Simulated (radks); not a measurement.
**Taking charge from the 5s level of Ho in fractions**

The task here is to estimate one member of a computed series from the others.

Method: Dirac Kohn-Sham, PBEsol, spin-unpolarised, spherical densities, point nucleus; open shells fill j = l - 1/2 first. Code: radks (a radial shooting solver on a logarithmic mesh, Libxc functionals) version 1.

### The atom as given

```
element       : holmium (Z = 67)
charge        : 0
electrons     : 67
configuration : [Xe] 4f11 6s2
```

The first run:

Input:

```text
Z 67
configuration [Xe] 4f11 6s2
relativity Dirac
functional pbe_sol,pbe_sol
spin unpolarised
j_filling energy
nucleus point
c 137.035999084
```

Among the steps run: Start: [Xe] 4f11 6s2.

One table of the session follows, with a row left open; its other results are not shown here.

It belongs to the step «Start: [Xe] 4f11 6s2». From the orbitals of this run (lengths in bohr):

```
level     <r>  outermost maximum (interpolated)  90 % within  nodes
4d3/2  0.5903                             0.518        0.888      1
4d5/2  0.6014                             0.527        0.905      1
5s1/2   1.278                              1.14         1.85      4
5p1/2   1.446                              1.24         2.13      3
5p3/2   1.557                              1.33         2.31      3
6s1/2       ?                                 ?            ?      ?
4f5/2  0.8457                             0.521         1.48      0
4f7/2  0.8696                             0.526         1.53      0
```

Q: Estimate the row for 6s1/2 from the others.

As computed: <r>: 4.049; outermost maximum (interpolated): 3.42; 90 % within: 6.01; nodes: 5. In the column «<r>» it is the highest.
